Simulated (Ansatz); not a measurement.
# C₂H₁₁AlO₂Si: small, medium and large basis sets

Aim: see how fast density functionals converge with the basis set for C₂H₁₁AlO₂Si.

Method: one geometry, several basis sets; program: Ansatz 0.2.0, Gaussian basis.

Plan: PBE0-D4/def2-SVP; ωB97M-V/def2-SVP; PBE0-D4/def2-QZVPP; ωB97M-V/def2-QZVPP; the functionals' def2-TZVPP values are taken from earlier runs.

### 1 Structure used throughout

An earlier PBE0-D4 in a triple-zeta def2 set relaxation fixed the geometry.

17 atoms, charge 0, spin multiplicity 1.

Atoms are counted from 1 here; the program's logs count them from 0.

Bond lengths: C1–Al2 1.952 Å, C1–H7 1.095 Å, C1–H8 1.095 Å, C1–H9 1.094 Å, Al2–C3 1.956 Å, Al2–O4 1.815 Å, Al2–O5 1.893 Å, C3–H10 1.095 Å, C3–H11 1.095 Å, C3–H12 1.096 Å, O4–H13 0.957 Å, O5–Si6 1.762 Å, O5–H14 0.958 Å, Si6–H15 1.515 Å, Si6–H16 1.481 Å, Si6–H17 1.488 Å. Angles: Al2–C1–H7 112.0°, Al2–C1–H8 111.6°, Al2–C1–H9 112.0°, H7–C1–H8 106.4°, H7–C1–H9 107.4°, H8–C1–H9 107.2°, C1–Al2–C3 122.3°, C1–Al2–O4 114.7°, C1–Al2–O5 109.4°, C3–Al2–O4 113.6°, C3–Al2–O5 111.0°, O4–Al2–O5 76.4°, Al2–C3–H10 112.6°, Al2–C3–H11 111.7°, Al2–C3–H12 111.6°, H10–C3–H11 107.2°, H10–C3–H12 107.2°, H11–C3–H12 106.2° and more.

### 2 PBE0-D4 in def2-SVP

Input file in.yaml:

```yaml
crystal:
  periodic: [false, false, false]
  atoms:
    - {symbol: C, position_ang: [-0.470544, -2.125687, 0.936959]}
    - {symbol: Al, position_ang: [0.304641, -0.575725, 0.038685]}
    - {symbol: C, position_ang: [1.750685, -0.740260, -1.268418]}
    - {symbol: O, position_ang: [0.422766, 0.915369, 1.067363]}
    - {symbol: O, position_ang: [-1.084441, 0.529695, -0.619771]}
    - {symbol: Si, position_ang: [-1.007733, 2.066216, 0.239025]}
    - {symbol: H, position_ang: [-0.902626, -2.837933, 0.225570]}
    - {symbol: H, position_ang: [0.282535, -2.678579, 1.508165]}
    - {symbol: H, position_ang: [-1.261980, -1.840998, 1.636794]}
    - {symbol: H, position_ang: [2.001455, 0.214436, -1.741477]}
    - {symbol: H, position_ang: [1.495003, -1.441785, -2.069795]}
    - {symbol: H, position_ang: [2.667945, -1.123882, -0.808331]}
    - {symbol: H, position_ang: [1.233375, 1.379081, 1.274266]}
    - {symbol: H, position_ang: [-1.780517, 0.440321, -1.271541]}
    - {symbol: H, position_ang: [-2.112706, 2.632604, -0.629460]}
    - {symbol: H, position_ang: [-1.631521, 2.144610, 1.579937]}
    - {symbol: H, position_ang: [0.074764, 3.042316, -0.057970]}
basis:
  gaussian: {orbitals: def2-SVP}
hamiltonian: {xc: pbe0, dispersion: d4}
output: {orbitals: {seedname: orbitals}}
```

Run with:

```
ansatz run in.yaml --threads 4 --pin off --events-out ev --progress --plain --max-ram 11315MiB
```

After this run come: ωB97M-V in def2-SVP; PBE0-D4 in def2-QZVPP; ωB97M-V in def2-QZVPP.

**Question.** What will the summary of the whole plan be? Wanted: PBE0-D4: double and triple zeta above quadruple; ωB97M-V: double and triple zeta above quadruple.

As calculated:

| quantity | value |
| --- | --- |
| PBE0-D4: double and triple zeta above quadruple | 13.57, 0.86 eV |
| ωB97M-V: double and triple zeta above quadruple | 13.80, 0.81 eV |

For PBE0-D4 the step from double to triple zeta gains 12.70 eV and the next only 0.86 eV. Total energies overstate the basis error of differences, where much of it tends to cancel. The LUMO of ωB97M-V is positive and keeps falling with the basis (2.08 to 0.84 eV): an unbound level that the basis holds in place.
